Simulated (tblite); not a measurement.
# Ga17H16N17 ((4,4) GaN nanotube piece): the cost of one run

Computed with tblite 0.8.0 and PySCF 2.14.0 and routines of our own; the level stands in each step. Atoms count from 0.

### 1 The system as given

50 atoms, charge 0, multiplicity 1; geometry from: force field, distance geometry or constructed start.

### 2 Optimising the geometry with GFN2-xTB

What the job is given:

```
{"job": {"kind": "relax", "xc": "GFN2-xTB", "basis": "xTB"}, "charge": 0, "multiplicity": 1}
Ga     3.400200    -0.033700    -3.774500
N      2.919800     1.733500    -3.779800
Ga     2.367900     2.458800    -2.173200
N      0.781500     3.377900    -2.180400
N     -1.894100     3.020100    -0.572100
Ga    -2.626500     2.460600    -2.176800
N     -3.535600     0.882300    -2.177500
N     -3.180100    -1.792000    -0.574000
Ga    -2.620500    -2.527000    -2.174600
N     -1.045500    -3.438200    -2.172600
N      1.630400    -3.086400    -0.577600
Ga     2.360200    -2.526900    -2.174200
N      3.271800    -0.943700    -2.169200
Ga     3.397500    -0.032500    -0.578200
N      2.920800     1.736000    -0.575300
Ga     2.360800     2.461700     1.029500
N      0.782600     3.375400     1.024100
Ga    -0.131400     3.490300    -0.576500
N     -1.893700     3.023100     2.624300
Ga    -2.620400     2.462000     1.025900
N     -3.538000     0.884400     1.024700
Ga    -3.656800    -0.030400    -0.575700
N     -3.180100    -1.790100     2.628400
Ga    -2.627400    -2.529200     1.021700
N     -1.042200    -3.434800     1.024100
Ga    -0.136400    -3.558400    -0.573000
N      1.633200    -3.082900     2.621100
Ga     2.362100    -2.524300     1.024400
N      3.275800    -0.944000     1.021200
Ga     3.396400    -0.031500     2.625200
N      2.926600     1.731500     2.620700
Ga    -0.132200     3.495000     2.622000
Ga    -3.656900    -0.031800     2.619900
Ga    -0.128200    -3.558800     2.625500
H      3.880100    -0.733600    -5.069900
H      2.968500     2.304100    -4.643800
H      0.409500     3.809200    -3.046400
H     -2.466800     3.303000    -3.470500
H     -3.970200     0.504700    -3.042400
H     -3.467400    -2.366000    -3.466700
H     -0.670900    -3.875300    -3.038500
H      2.213100    -3.369900    -3.464200
H     -2.459200     3.067300     3.486300
H     -3.225900    -2.366200     3.488100
H      2.199900    -3.128500     3.492300
H      3.877000    -0.733800     3.912200
H      2.970400     2.302000     3.489300
H      0.572900     3.979900     3.917900
H     -4.137800     0.672000     3.915800
H     -0.831900    -4.040400     3.917600
```

Command:

```console
$ OMP_NUM_THREADS=4 python large_run.py task.json out
```

The driver reads the jobs from task.json and runs them one after another.

Q: Estimate the wall time and peak memory of this first job on 4 threads of AMD EPYC 9R45, shared host.

About 38 s, with a peak of 0.16 GiB.
